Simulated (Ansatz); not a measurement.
# C2H9AlSi (SMILES C[SiH](C)[AlH2]): HF/cc-pVDZ

What is the electronic atomisation energy of C2H9AlSi at HF/cc-pVDZ? 

Program for the calculation: Ansatz 0.2.0.

45 further runs of the same task are left out: 45 set aside as unsound or not needed. Runs told in other sessions of the task aren't counted.

## 1. The molecule

C2H9AlSi has 13 atoms, charge 0, and is taken as a singlet. As SMILES, `C[SiH](C)[AlH2]`. The coordinates come from a PBE0-D4/def2-TZVP relaxation.

Bond lengths: C1–Si2 1.884 Å, Si2–C3 1.884 Å, Si2–Al4 2.463 Å, C1–H5 1.092 Å, C1–H6 1.093 Å, C1–H7 1.093 Å, Si2–H8 1.501 Å, C3–H9 1.093 Å, C3–H10 1.093 Å, C3–H11 1.092 Å, Al4–H12 1.594 Å, Al4–H13 1.594 Å. Some angles: C1–Si2–C3 110.0°, C1–Si2–Al4 112.9°, C3–Si2–Al4 112.9°, C1–Si2–H8 107.4°, C3–Si2–H8 107.4°, Al4–Si2–H8 105.9°, Si2–C1–H5 111.2°, Si2–C1–H6 111.1°, Si2–C1–H7 110.7°, Si2–C3–H9 110.7°.

## 2. The energy at HF/cc-pVDZ

Contents of molecule.yaml:

```yaml
crystal:
  periodic: [false, false, false]
  atoms:
    - symbol: C
      position_ang: [-0.866600, 1.411600, -0.714500]
    - symbol: Si
      position_ang: [-0.138800, -0.288000, -0.351000]
    - symbol: C
      position_ang: [1.742200, -0.215000, -0.436200]
    - symbol: Al
      position_ang: [-0.964000, -1.250200, 1.760500]
    - symbol: H
      position_ang: [-1.958500, 1.381800, -0.711700]
    - symbol: H
      position_ang: [-0.550700, 2.142800, 0.033900]
    - symbol: H
      position_ang: [-0.539400, 1.770100, -1.694100]
    - symbol: H
      position_ang: [-0.602000, -1.216600, -1.435400]
    - symbol: H
      position_ang: [2.070400, 0.143000, -1.415700]
    - symbol: H
      position_ang: [2.144200, 0.462300, 0.321500]
    - symbol: H
      position_ang: [2.182900, -1.200600, -0.270400]
    - symbol: H
      position_ang: [-0.100900, -2.306700, 2.585400]
    - symbol: H
      position_ang: [-2.398600, -0.869500, 2.342400]
basis:
  gaussian:
    orbitals: cc-pVDZ
hamiltonian:
  xc: hf
accuracy: high
output:
  orbitals: {seedname: orbitals}
```

The run is started by

```console
ansatz run molecule.yaml --threads 1 --pin off --max-ram 2610MiB --events-out events.jsonl --progress --plain --runs-dir runs
```

Log:

```text
Warning: RAYON_NUM_THREADS=1 ignored (pool sized by the plan → 1); use --threads N
Functional definition: HF
  name "HF"
  exchange = exact_x
  correlation = 0
2636 factors; integrals over basis functions are off by at most 3.8e-9 eV
mean field evaluation 1: about -16645.7811 eV, gradient 2.9e1 eV
mean field evaluation 2: about -16645.8532 eV, gradient 2.9e1 eV
mean field evaluation 4: about -16648.4837 eV, gradient 2.8e0 eV
mean field evaluation 8: about -16648.5193 eV, gradient 3.9e-4 eV
mean field -16648.51926106 eV, -611.8217980724 hartree, gradient 2.9e-8 eV, S^2 0.000000; 0 other end points of the search recorded, 0 dependent functions left out
reference -16648.51926106 eV, -611.8217980724 hartree; 24, 24 occupied and 85, 85 virtual orbitals, 2636 factors
Total energy: -16648.51926106 eV, -611.8217980724 hartree
```

Run time: 6.6 s. Hardware: 1 thread of Intel Xeon Platinum 8259CL at 2.50GHz (Skylake/Cascade Lake), shared host; peak memory 0.4 GiB.

## 3. The Al atom, same level

Contents of job.yaml:

```yaml
crystal:
  periodic: [false, false, false]
  atoms:
    - {symbol: Al, position_ang: [0.000000, 0.000000, 0.000000]}
basis:
  gaussian:
    orbitals: cc-pVDZ
magnetization:
  spin_polarized: true
  initial_magnetization: 1
hamiltonian:
  xc: hf
accuracy: high
```

Run the same way, it converges to -241.87351 Eh (log not shown).

## 4. The C atom

Contents of input.yaml:

```yaml
crystal:
  periodic: [false, false, false]
  atoms:
    - {symbol: C, position_ang: [0.000000, 0.000000, 0.000000]}
basis:
  gaussian:
    orbitals: cc-pVDZ
magnetization:
  spin_polarized: true
  initial_magnetization: 2
hamiltonian:
  xc: hf
accuracy: high
```

Run the same way, it converges to -37.68654 Eh (log not shown).

## 5. The H atom, same level

Contents of in.yaml:

```yaml
crystal:
  periodic: [false, false, false]
  atoms:
    - symbol: H
      position_ang: [0.000000, 0.000000, 0.000000]
basis:
  gaussian: {orbitals: cc-pVDZ}
magnetization: {spin_polarized: true, initial_magnetization: 1}
hamiltonian: {xc: hf}
accuracy: high
```

Run the same way, it converges to -0.49928 Eh (log not shown).

## 6. The Si atom, same level

Contents of input.yaml:

```yaml
basis:
  gaussian: {orbitals: cc-pVDZ}
crystal:
  periodic: [false, false, false]
  atoms:
    - {symbol: Si, position_ang: [0.000000, 0.000000, 0.000000]}
magnetization: {spin_polarized: true, initial_magnetization: 2}
hamiltonian: {xc: hf}
accuracy: high
```

Run the same way, it converges to -288.85008 Eh (log not shown).

## 7. Outcome

Level: HF/cc-pVDZ.

```
                     quantity          value
       molecule: total energy  -611.82180 Eh
        molecule: HOMO energy       -9.46 eV
        molecule: LUMO energy        0.87 eV
      molecule: HOMO–LUMO gap       10.32 eV
        Al atom: total energy  -241.87351 Eh
                Al atom: ⟨S²⟩          0.764
         C atom: total energy   -37.68654 Eh
                 C atom: ⟨S²⟩          2.006
         H atom: total energy    -0.49928 Eh
                 H atom: ⟨S²⟩          0.750
        Si atom: total energy  -288.85008 Eh
                Si atom: ⟨S²⟩          2.011
electronic atomisation energy      33.514 eV
```

Taking the molecule apart into free atoms costs 33.51 eV (3234 kJ/mol), before zero-point energy and without spin-orbit coupling. Hartree–Fock lacks the correlation of the bonding pairs, which as a rule makes this value much too low; in minimal bases other errors can mask that.
